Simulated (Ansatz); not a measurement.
# FGe2H5O: how energies converge with the basis set

The task here is to estimate one member of a computed series from the others.

Method: one geometry, several basis sets; program: Ansatz 0.2.0, Gaussian basis.

Levels to be run: PBE0-D4/def2-SVP; ωB97M-V/def2-SVP; PBE0-D4/def2-QZVPP; ωB97M-V/def2-QZVPP; the functionals' def2-TZVPP values are taken from earlier runs.

**Structure used throughout**

An earlier PBE0-D4 in a triple-zeta def2 set relaxation fixed the geometry.

SMILES `[OH][GeH]([F])[GeH3]`, 9 atoms, charge 0, spin multiplicity 1.

Atoms are counted from 1 here; the program's logs count them from 0.

Bond lengths: O1–Ge2 1.769 Å, O1–H5 0.961 Å, Ge2–F3 1.748 Å, Ge2–Ge4 2.419 Å, Ge2–H6 1.543 Å, Ge4–H7 1.534 Å, Ge4–H8 1.534 Å, Ge4–H9 1.532 Å. Angles: Ge2–O1–H5 113.4°, O1–Ge2–F3 106.6°, O1–Ge2–Ge4 106.7°, O1–Ge2–H6 110.5°, F3–Ge2–Ge4 108.4°, F3–Ge2–H6 103.8°, Ge4–Ge2–H6 120.0°, Ge2–Ge4–H7 108.9°, Ge2–Ge4–H8 109.1°, Ge2–Ge4–H9 108.9°, H7–Ge4–H8 109.5°, H7–Ge4–H9 110.2°, H8–Ge4–H9 110.2°.

Set-up of the first run:

in.yaml

```yaml
crystal:
  periodic: [false, false, false]
  atoms:
    - {symbol: O, position_ang: [-0.777333, 0.482109, 1.794197]}
    - {symbol: Ge, position_ang: [-0.793445, 0.408025, 0.026757]}
    - {symbol: F, position_ang: [-0.676393, 2.055748, -0.543950]}
    - {symbol: Ge, position_ang: [1.208065, -0.776242, -0.639139]}
    - {symbol: H, position_ang: [-1.552658, 0.911497, 2.164555]}
    - {symbol: H, position_ang: [-2.172426, -0.061110, -0.482080]}
    - {symbol: H, position_ang: [1.314105, -0.750636, -2.169286]}
    - {symbol: H, position_ang: [1.115347, -2.229568, -0.155953]}
    - {symbol: H, position_ang: [2.423439, -0.086222, -0.012300]}
basis:
  gaussian: {orbitals: def2-SVP}
hamiltonian: {xc: pbe0, dispersion: d4}
output: {orbitals: {seedname: orbitals}}
```

Among the steps run: PBE0-D4 in def2-SVP; ωB97M-V in def2-SVP; PBE0-D4 in def2-QZVPP; ωB97M-V in def2-QZVPP.

One of the session's tables, all rows but one given; the rest of the session is left out.

It belongs to the step «Functionals by basis». 

```
functional       basis  HOMO (eV)  LUMO (eV)
   PBE0-D4    def2-SVP      -8.38       0.15
   PBE0-D4  def2-TZVPP          ?          ?
   PBE0-D4  def2-QZVPP      -8.50      -0.29
   ωB97M-V    def2-SVP     -10.43       2.05
   ωB97M-V  def2-TZVPP     -10.55       1.64
   ωB97M-V  def2-QZVPP     -10.58       1.22
```

**Question.** Estimate the row for PBE0-D4, def2-TZVPP.

**Answer.** HOMO (eV): -8.47; LUMO (eV): -0.09. In the column «HOMO (eV)» it lies between PBE0-D4, def2-QZVPP (-8.50) and PBE0-D4, def2-SVP (-8.38).
